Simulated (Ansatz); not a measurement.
**TiO+ (sextet): from Hartree-Fock to the top rungs, def2-TZVPP**

One table from this session's results is given with a row withheld; the runs are named, their logs left out.

Method: def2-TZVPP, core rule «outside noble gas», up to 10 orbitals frozen; program: Ansatz 0.2.0, Gaussian basis.

To be run: UHF; ROHF; CCSD(T) on UHF.

## The system

The geometry is a PBE0/def2-TZVP stationary point (not a proven minimum) of the parent state, kept for this charge and spin.

2 atoms, charge 1, spin multiplicity 6.

Atoms are counted from 1 here; the program's logs count them from 0.

Bond lengths: Ti1–O2 1.899 Å.

Set-up of the first run:

in.yaml

```yaml
crystal:
  periodic: [false, false, false]
  atoms:
    - {symbol: Ti, position_ang: [0.000000, 0.000000, 0.000000]}
    - {symbol: O, position_ang: [0.000000, 0.000000, 1.899400]}
basis:
  gaussian: {orbitals: def2-TZVPP}
total_charge: 1
magnetization: {spin_polarized: true, initial_magnetization: 5}
hamiltonian: {xc: hf}
output: {orbitals: {seedname: orbitals}}
```

Command:

```sh
> ansatz run in.yaml --threads 1 --pin off --events-out ev --progress --plain --max-ram 3968MiB --backend cpu
```

Among the steps run: UHF; ROHF; CCSD(T) on UHF.

One of the session's tables, all rows but one given; the rest of the session is left out.

```
  method  from UCCSD(T) (meV)
    ROHF              +5455.2
     UHF              +5175.3
    UMP2               +759.5
   UCCSD                    ?
UCCSD(T)                    0
```

Q: Estimate the row for UCCSD from the others.

As computed: from UCCSD(T) (meV): +110.5. In the column «from UCCSD(T) (meV)» it lies between UCCSD(T) (0) and UMP2 (+759.5).
